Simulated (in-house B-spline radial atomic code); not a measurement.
**Te⁴⁵⁺: starting-point dependence of G0W0 and RPA**

Question: which mean-field start gives which removal energy for Te⁴⁵⁺, before and after G0W0?

Program: an in-house B-spline radial atomic code, version 1. Level of theory: RPA, second order, AC-SOSEX and G0W0 (contour deformation) on a non-relativistic mean field, all electrons; no spin-orbit coupling, Breit or QED terms. These are calculated values, not measurements, unless marked.

**1. The atom as given**

- element: tellurium (Z = 52)
- charge: +45
- electrons: 7
- configuration: [He] 2s2 2p3
- Hamiltonian: non-relativistic, point nucleus
- starts: Hartree-Fock, PBE, r2SCAN, BLYP, r2SCAN0

The outer shells:

Te45+
```
[He] core
2s [↑↓]
2p [↑ ][↑ ][↑ ]
```

**2. Hartree-Fock start**

The run's settings:

```ini
Z = 52
electrons = 7.0
configuration = [He] 2s2 2p3
hamiltonian = nr
method = hf
lmax = 9
spin_polarised = True
box_radius = 2.26
intervals = 46
```

Run with:

```console
$ python run_gw.py task.json out
```

The settings of every run stand in task.json; they run in order.

The runs that follow: PBE start; r2SCAN start; BLYP start; r2SCAN0 start.

What does the calculation give? Wanted: highest level, mean field; highest level, G0W0; RPA correlation energy; RPA+SOSEX.

**Answer**, as computed:

```
                                          quantity                                                              value
   highest level, mean field (range over the runs)                                              -7706.4 to -7592.7 eV
         highest level, G0W0 (range over the runs)                                              -7703.5 to -7701.3 eV
                            RPA correlation energy                                         -0.5581 to -0.4679 hartree
                                         RPA+SOSEX                                         -0.2174 to -0.2145 hartree
tabulated theoretical ionisation energy (2p shell)  7714.0 ± 4 eV (NIST Atomic Spectra Database, ionization energies)
               G0W0 removal energy less that value                                                  -12.7 to -10.5 eV
```

In words: Across the starts the mean-field level varies by 114 eV and the G0W0 level by 2.2 eV (2.0 % as much). Starts without exact exchange bind the level too weakly, through self-interaction, and G0W0 pulls it down by 95 to 109 eV. The RPA energy is largest in size on PBE and smallest on Hartree-Fock, 16 % apart; over the runs it loosely follows the gap of the start, as smaller excitation energies give more correlation. All runs miss the tabulated theoretical ionisation energy, 7714.0 ± 4 eV, by about -12.3 eV (-0.16 %), far more than they differ among themselves. Relativity is left out, and for this shell its effect can be as large as the miss, so the comparison tests the Hamiltonian as much as the method. Read as a removal energy, the bare PBE level is off by -121 eV (-1.6 %) and the nearest bare level, Hartree-Fock's, by -7.63 eV. For so heavy an element the non-relativistic levels are a model, not the real atom's.
